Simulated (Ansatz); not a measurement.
**F on a Hf(100) slab cut from the Fm-3m phase: a line through a two-coordinate scan**

How does the energy of F on a Hf(100) slab cut from the Fm-3m phase (3 atoms of substrate and one adsorbate in a 1 × 1 cell) vary with position of F4 along the diagonal of the surface cell, from above Hf3, at height of F4 above the plane of Hf3 = 2.47 Å?

Computed with Ansatz 0.2.0 (DFT LDA, scalar-relativistic, plane waves, PAW, unless a step's input says otherwise).

## 1. The system as given

Symmetry: P4mm, No. 99, tetragonal system. The conventional cell has a = 3.083 Å, b = 3.083 Å, c = 21.093 Å, α = 90.00°, β = 90.00°, γ = 90.00°. Around Hf (site symmetry 4mm) lie 8 Hf at 2.99 to 3.08 Å. Hf (site symmetry 4mm) has 12 Hf at 2.99 to 3.08 Å as nearest neighbours. Around Hf (site symmetry 4mm) lie 1 F at 2.47 Å. F (site symmetry 4mm) is surrounded by 1 Hf at 2.47 Å.

As a file:

```
CELL_PARAMETERS angstrom
3.08291 0.00000 0.00000
0.00000 3.08291 0.00000
0.00000 0.00000 21.09278
ATOMIC_POSITIONS crystal
Hf 0.50000 0.50000 0.18964
Hf 0.00000 0.00000 0.28673
Hf 0.50000 0.50000 0.38368
F 0.50000 0.50000 0.50078
```

This is the start of the line's first point, built on a substrate relaxed beforehand with the same method.

## 2. What is varied

Atoms count from 1 in the order of the input.

F is moved along a line over the surface and along the normal, above a rigid substrate.

The axes are (1) position of F4 along the diagonal of the surface cell, from above Hf3: 8 values from 0.00 to 3.81 Å, periodic; (2) height of F4 above the plane of Hf3: 8 values from 0.35 to 4.07 Å.

Nothing else is relaxed. Points are written as (first, second).

## 3. The run at (0.00 Å, 2.47 Å)

A dipole layer in the vacuum cancels the field that periodic copies would set up if the slab's two faces differ.

Input file input.yaml:

```yaml
crystal:
  lattice:
    - [3.0829071749, 0.0, 0.0]
    - [0.0, 3.0829071749, 0.0]
    - [0.0, 0.0, 21.0927836031]
  atoms:
    - { symbol: Hf, position: [0.5, 0.5, 0.1896383178] }
    - { symbol: Hf, position: [0.0, 0.0, 0.2867330108] }
    - { symbol: Hf, position: [0.5, 0.5, 0.3836754672] }
    - { symbol: F, position: [0.5, 0.5, 0.5007771284] }
basis:
  ecutwfc: 420
kpoints:
  mp_grid: { grid: [9, 9, 1] }
hamiltonian:
  xc: lda
scf:
  occupations: { method: gaussian, width: 0.1 }
output:
  forces: true
  eigenvalues: true
efield:
  axis: 3
  dipole_correction: true
  ramp_width: 0.04
```

Started as:

```bash
$ ansatz run input.yaml --threads 1 --pin off --max-ram 3072MiB --backend cpu --events-out ev --progress --plain --runs-dir out
```

The program printed, cut to the lines that bear on the results:

```text
Warning: RAYON_NUM_THREADS=1 ignored (pool sized by the plan → 1); use --threads N
[...]
Pseudopotentials: kind: paw
Pseudopotential: Hf, paw, valence charge 26, recommended cutoff 420 eV (normal), Hf.paw.azcp
Pseudopotential: F, paw, valence charge 7, recommended cutoff 420 eV (normal), F.paw.azcp
Functional definition: SPW92
[...]
Crystal: 4 atoms, lattice volume = 200.472 Å³
Basis set: ecut = 420 eV, 3943 PW (Γ)
Bands: 51, of which v1, the nominal top of the filled ones, is band 43 counted from 1 (42 counted from 0)
Symmetry: 8 space group operations
Space group: P4mm (ITA 99), of the structure as read, at distance tolerance 5.9e-5 Å
k-points: 15 of 81
[...]
SCF iter   1: F=—  HF=-47221.859617 eV  |F-HF|=—  |Δ(HF+E_count)|=         —  Δρ=8.29e-2  dr2=5.44e1  ethr=1.77e-3  p=-0.370 e·Å  D=-3.34e-1 V/Å  ΔV_dip=7.04 eV  dr2_dipole=2.34e1  V_vac-E_F(+/−)=11.17/4.13 eV  ⟨swp⟩=7.2  Hψ=3094  notcnv=0  defer=1
[...]
SCF iter  17: F=-47221.369622 eV  HF=-47221.369622 eV  |F-HF|=1.61e-9  |Δ(HF+E_count)|=   3.86e-9  Δρ=8.43e-7  dr2=2.48e-9  ethr=1.18e-10  p=-0.357 e·Å  D=-3.22e-1 V/Å  ΔV_dip=6.80 eV  dr2_dipole=9.41e-10  V_vac-E_F(+/−)=11.00/4.20 eV  ⟨swp⟩=11.3  Hψ=3825  notcnv=0
[...]
SCF converged after 17 iterations
Free energy (F): -47221.369622 eV
[...]
E sigma→0 (E₀):  -47221.352403 eV
Entropy (-TS):   -0.034438 eV (-8.609 meV/atom)
Fermi energy:    1.605253 eV
Dipole field:    D = -0.322118 V/Å  (p = -0.356869 e·Å, saw-weighted, corrected)
Work function:   Φ+ = 10.9964 eV   Φ− = 4.2020 eV
Levels:          The Fermi level and band energies are counted from a zero that moves with the ramp; work functions are not
[...]
--- Forces (eV/Å), atoms counted from 1 ---
  atom   1  Hf     0.00000000     0.00000000     0.03679776
  atom   2  Hf     0.00000000     0.00000000    -0.59152262
  atom   3  Hf    -0.00000000     0.00000000     5.24350975
  atom   4  F      0.00000000     0.00000000    -4.68785681
[...]
--- Band table (eV; the first three rows and the last of 15) ---
[...]
```

Wall time 29 s (1 thread of AMD EPYC 7R43 (Zen 3), shared host); peak memory 0.45 GiB.

Read from this run: work function 11.00 eV (top face), 4.20 eV (bottom face); dipole along +c -0.357 e·Å per cell.

## 4. Grid point (0.55 Å, 2.47 Å)

Changes to input.yaml since step 3:

```diff
@@ -9,3 +9,3 @@
     - { symbol: Hf, position: [0.5, 0.5, 0.3836754672] }
-    - { symbol: F, position: [0.5, 0.5, 0.5007771284] }
+    - { symbol: F, position: [0.625, 0.625, 0.5007771284] }
 basis:
```

Started as:

```bash
$ ansatz run input.yaml --threads 1 --pin off --max-ram 3072MiB --backend cpu --events-out ev --progress --plain --runs-dir out
```

The program printed, cut to the lines that bear on the results:

```text
Warning: RAYON_NUM_THREADS=1 ignored (pool sized by the plan → 1); use --threads N
[...]
[... 4 set-up lines as earlier in the session ...]
[...]
Crystal: 4 atoms, lattice volume = 200.472 Å³
Basis set: ecut = 420 eV, 3943 PW (Γ)
Bands: 51, of which v1, the nominal top of the filled ones, is band 43 counted from 1 (42 counted from 0)
Symmetry: 2 space group operations
Space group: Cm (ITA 8), of the structure as read, at distance tolerance 5.9e-5 Å
k-points: 25 of 81 (time reversal used)
[...]
SCF iter   1: F=—  HF=-47221.476599 eV  |F-HF|=—  |Δ(HF+E_count)|=         —  Δρ=6.10e-2  dr2=2.82e1  ethr=1.77e-3  p=-0.352 e·Å  D=-3.18e-1 V/Å  ΔV_dip=6.70 eV  dr2_dipole=1.22e1  V_vac-E_F(+/−)=11.01/4.31 eV  ⟨swp⟩=7.0  Hψ=5142  notcnv=0  defer=1
[...]
SCF iter  14: F=-47221.235771 eV  HF=-47221.235771 eV  |F-HF|=1.21e-8  |Δ(HF+E_count)|=   6.23e-8  Δρ=1.74e-6  dr2=2.30e-8  ethr=1.18e-10  p=-0.354 e·Å  D=-3.19e-1 V/Å  ΔV_dip=6.74 eV  dr2_dipole=5.93e-9  V_vac-E_F(+/−)=10.93/4.19 eV  ⟨swp⟩=5.0  Hψ=4420  notcnv=0
[...]
SCF converged after 14 iterations
Free energy (F): -47221.235771 eV
[...]
E sigma→0 (E₀):  -47221.218728 eV
Entropy (-TS):   -0.034086 eV (-8.522 meV/atom)
Fermi energy:    1.638018 eV
Dipole field:    D = -0.319459 V/Å  (p = -0.353923 e·Å, saw-weighted, corrected)
Work function:   Φ+ = 10.9317 eV   Φ− = 4.1934 eV
Levels:          The Fermi level and band energies are counted from a zero that moves with the ramp; work functions are not
[...]
--- Forces (eV/Å), atoms counted from 1 ---
  atom   1  Hf     0.01360771     0.01360771     0.03538718
  atom   2  Hf    -0.04011028    -0.04011028    -0.58924793
  atom   3  Hf     0.35669095     0.35669095     4.97196088
  atom   4  F     -0.33019462    -0.33019462    -4.41709892
[...]
--- Band table (eV; the first three rows and the last of 25) ---
[...]
```

Wall time 40 s (1 thread of AMD EPYC 7R43 (Zen 3), shared host); peak memory 0.51 GiB.

Read from this run: work function 10.93 eV (top face), 4.19 eV (bottom face); dipole along +c -0.354 e·Å per cell.

## 5. Point (1.09 Å, 2.47 Å)

Changes to input.yaml since step 4:

```diff
@@ -9,3 +9,3 @@
     - { symbol: Hf, position: [0.5, 0.5, 0.3836754672] }
-    - { symbol: F, position: [0.625, 0.625, 0.5007771284] }
+    - { symbol: F, position: [0.75, 0.75, 0.5007771284] }
 basis:
```

Started as:

```bash
$ ansatz run input.yaml --threads 1 --pin off --max-ram 3072MiB --backend cpu --events-out ev --progress --plain --runs-dir out
```

The program printed, cut to the lines that bear on the results:

```text
Warning: RAYON_NUM_THREADS=1 ignored (pool sized by the plan → 1); use --threads N
[...]
[... 4 set-up lines as earlier in the session ...]
[...]
Crystal: 4 atoms, lattice volume = 200.472 Å³
Basis set: ecut = 420 eV, 3943 PW (Γ)
Bands: 51, of which v1, the nominal top of the filled ones, is band 43 counted from 1 (42 counted from 0)
[... 2 set-up lines as earlier in the session ...]
k-points: 25 of 81 (time reversal used)
[...]
SCF iter   1: F=—  HF=-47221.032081 eV  |F-HF|=—  |Δ(HF+E_count)|=         —  Δρ=3.89e-2  dr2=9.79e0  ethr=1.77e-3  p=-0.333 e·Å  D=-3.00e-1 V/Å  ΔV_dip=6.33 eV  dr2_dipole=3.51e0  V_vac-E_F(+/−)=10.81/4.49 eV  ⟨swp⟩=6.9  Hψ=5131  notcnv=0  defer=1
[...]
SCF iter  11: F=-47220.913326 eV  HF=-47220.913326 eV  |F-HF|=1.18e-7  |Δ(HF+E_count)|=   8.89e-7  Δρ=5.29e-6  dr2=7.30e-8  ethr=1.18e-10  p=-0.349 e·Å  D=-3.15e-1 V/Å  ΔV_dip=6.65 eV  dr2_dipole=1.37e-9  V_vac-E_F(+/−)=10.83/4.18 eV  ⟨swp⟩=14.1  Hψ=7659  notcnv=0
[...]
SCF converged after 11 iterations
Free energy (F): -47220.913326 eV
[...]
E sigma→0 (E₀):  -47220.895640 eV
Entropy (-TS):   -0.035372 eV (-8.843 meV/atom)
Fermi energy:    1.690955 eV
Dipole field:    D = -0.315491 V/Å  (p = -0.349526 e·Å, saw-weighted, corrected)
Work function:   Φ+ = 10.8321 eV   Φ− = 4.1775 eV
Levels:          The Fermi level and band energies are counted from a zero that moves with the ramp; work functions are not
[...]
--- Forces (eV/Å), atoms counted from 1 ---
  atom   1  Hf     0.01194850     0.01194850     0.04422037
  atom   2  Hf    -0.02937425    -0.02937425    -0.56066179
  atom   3  Hf     0.47734414     0.47734414     4.30983610
  atom   4  F     -0.45989682    -0.45989682    -3.79220683
[...]
--- Band table (eV; the first three rows and the last of 25) ---
[...]
```

It took 39 s on 1 thread of AMD EPYC 7R43 (Zen 3), shared host; peak memory 0.51 GiB.

Read from this run: work function 10.83 eV (top face), 4.18 eV (bottom face); dipole along +c -0.350 e·Å per cell.

## 6. Point (1.64 Å, 2.47 Å)

Changes to input.yaml since step 5:

```diff
@@ -9,3 +9,3 @@
     - { symbol: Hf, position: [0.5, 0.5, 0.3836754672] }
-    - { symbol: F, position: [0.75, 0.75, 0.5007771284] }
+    - { symbol: F, position: [0.875, 0.875, 0.5007771284] }
 basis:
```

Started as:

```bash
$ ansatz run input.yaml --threads 1 --pin off --max-ram 3072MiB --backend cpu --events-out ev --progress --plain --runs-dir out
```

The program printed, cut to the lines that bear on the results:

```text
Warning: RAYON_NUM_THREADS=1 ignored (pool sized by the plan → 1); use --threads N
[...]
[... 4 set-up lines as earlier in the session ...]
[...]
Crystal: 4 atoms, lattice volume = 200.472 Å³
Basis set: ecut = 420 eV, 3943 PW (Γ)
Bands: 51, of which v1, the nominal top of the filled ones, is band 43 counted from 1 (42 counted from 0)
[... 2 set-up lines as earlier in the session ...]
k-points: 25 of 81 (time reversal used)
[...]
SCF iter   1: F=—  HF=-47220.687583 eV  |F-HF|=—  |Δ(HF+E_count)|=         —  Δρ=2.71e-2  dr2=3.89e0  ethr=1.77e-3  p=-0.320 e·Å  D=-2.89e-1 V/Å  ΔV_dip=6.10 eV  dr2_dipole=8.38e-1  V_vac-E_F(+/−)=10.67/4.58 eV  ⟨swp⟩=7.0  Hψ=5120  notcnv=0  defer=1
[...]
SCF iter  12: F=-47220.600859 eV  HF=-47220.600859 eV  |F-HF|=1.02e-7  |Δ(HF+E_count)|=   1.24e-7  Δρ=2.90e-6  dr2=1.50e-8  ethr=1.18e-10  p=-0.347 e·Å  D=-3.13e-1 V/Å  ΔV_dip=6.61 eV  dr2_dipole=3.53e-10  V_vac-E_F(+/−)=10.77/4.17 eV  ⟨swp⟩=6.4  Hψ=5092  notcnv=0
[...]
SCF converged after 12 iterations
Free energy (F): -47220.600859 eV
[...]
E sigma→0 (E₀):  -47220.581118 eV
Entropy (-TS):   -0.039482 eV (-9.871 meV/atom)
Fermi energy:    1.726233 eV
Dipole field:    D = -0.313151 V/Å  (p = -0.346934 e·Å, saw-weighted, corrected)
Work function:   Φ+ = 10.7727 eV   Φ− = 4.1675 eV
Levels:          The Fermi level and band energies are counted from a zero that moves with the ramp; work functions are not
[...]
--- Forces (eV/Å), atoms counted from 1 ---
  atom   1  Hf     0.00479802     0.00479802     0.06376882
  atom   2  Hf    -0.00509398    -0.00509398    -0.52434342
  atom   3  Hf     0.31005955     0.31005955     3.67684729
  atom   4  F     -0.30975536    -0.30975536    -3.21515181
[...]
--- Band table (eV; the first three rows and the last of 25) ---
[...]
```

It took 33 s on 1 thread of AMD EPYC 7R43 (Zen 3), shared host; peak memory 0.52 GiB.

Read from this run: work function 10.77 eV (top face), 4.17 eV (bottom face); dipole along +c -0.347 e·Å per cell.

## 7. The run at (2.18 Å, 2.47 Å)

Changes to input.yaml since step 6:

```diff
@@ -9,3 +9,3 @@
     - { symbol: Hf, position: [0.5, 0.5, 0.3836754672] }
-    - { symbol: F, position: [0.875, 0.875, 0.5007771284] }
+    - { symbol: F, position: [1.0, 1.0, 0.5007771284] }
 basis:
```

Started as:

```bash
$ ansatz run input.yaml --threads 1 --pin off --max-ram 3072MiB --backend cpu --events-out ev --progress --plain --runs-dir out
```

The program printed, cut to the lines that bear on the results:

```text
Warning: RAYON_NUM_THREADS=1 ignored (pool sized by the plan → 1); use --threads N
[...]
[... 4 set-up lines as earlier in the session ...]
[...]
Crystal: 4 atoms, lattice volume = 200.472 Å³
Basis set: ecut = 420 eV, 3943 PW (Γ)
Bands: 51, of which v1, the nominal top of the filled ones, is band 43 counted from 1 (42 counted from 0)
[... 2 set-up lines as earlier in the session ...]
k-points: 15 of 81
[...]
SCF iter   1: F=—  HF=-47220.539306 eV  |F-HF|=—  |Δ(HF+E_count)|=         —  Δρ=1.12e-2  dr2=8.73e-1  ethr=1.77e-3  p=-0.306 e·Å  D=-2.76e-1 V/Å  ΔV_dip=5.83 eV  dr2_dipole=1.54e-1  V_vac-E_F(+/−)=10.49/4.67 eV  ⟨swp⟩=6.8  Hψ=2992  notcnv=0  defer=1
[...]
SCF iter  12: F=-47220.477058 eV  HF=-47220.477058 eV  |F-HF|=1.45e-7  |Δ(HF+E_count)|=   2.77e-7  Δρ=3.81e-6  dr2=4.64e-8  ethr=1.18e-10  p=-0.346 e·Å  D=-3.12e-1 V/Å  ΔV_dip=6.58 eV  dr2_dipole=1.10e-8  V_vac-E_F(+/−)=10.75/4.17 eV  ⟨swp⟩=5.9  Hψ=3215  notcnv=0
[...]
SCF converged after 12 iterations
Free energy (F): -47220.477058 eV
[...]
E sigma→0 (E₀):  -47220.455844 eV
Entropy (-TS):   -0.042428 eV (-10.607 meV/atom)
Fermi energy:    1.740156 eV
Dipole field:    D = -0.311918 V/Å  (p = -0.345568 e·Å, saw-weighted, corrected)
Work function:   Φ+ = 10.7480 eV   Φ− = 4.1688 eV
Levels:          The Fermi level and band energies are counted from a zero that moves with the ramp; work functions are not
[...]
--- Forces (eV/Å), atoms counted from 1 ---
  atom   1  Hf     0.00000000     0.00000000     0.07325731
  atom   2  Hf    -0.00000000     0.00000000    -0.51659374
  atom   3  Hf     0.00000000     0.00000000     3.44804377
  atom   4  F      0.00000000     0.00000000    -3.00364364
[...]
--- Band table (eV; the first three rows and the last of 15) ---
[...]
```

It took 26 s on 1 thread of AMD EPYC 7R43 (Zen 3), shared host; peak memory 0.45 GiB.

From the log: work function 10.75 eV (top face), 4.17 eV (bottom face); dipole along +c -0.346 e·Å per cell.

## 8. What came out

```
position of F4 along the diagonal of the surface cell, from above Hf3 (Å)  step  energy (eV)  slope (eV per Å)  work function of the top face (eV)  dipole moment (e·Å)
                                                                     0.00     3         0.00              0.00                               11.00               −0.357
                                                                     0.55     4         0.13              0.47                               10.93               −0.354
                                                                     1.09     5         0.46              0.65                               10.83               −0.349
                                                                     1.64     6         0.77              0.44                               10.77               −0.347
                                                                     2.18     7         0.89              0.00                               10.75               −0.346
                                                                     2.72     –         0.77             −0.44                               10.77               −0.347
                                                                     3.27     –         0.46             −0.65                               10.83               −0.349
                                                                     3.81     –         0.13             −0.47                               10.93               −0.354
```

Energies count from the lowest point of the line. Rows without a step come from runs not printed here or follow by symmetry. Slopes come from the forces and the stress, not from differences of energies.

The lowest point of the line is at 0.00 Å. The highest point, at 2.18 Å, lies 0.89 eV above the lowest. This is one cut through a surface in two coordinates; the map's lowest point lies off it. The host is rigid and the atom is kept to this plane, so wells and barriers of the map are not those of diffusion. The runs have no spin polarisation; beyond about 2.3 Å an open-shell atom regains its moment, so the upper part of the map lies too high, by up to some tenths of an eV. Spin-orbit coupling is left out, which matters for the bands of Hf. Metallic runs without spin could have a lower magnetic solution.
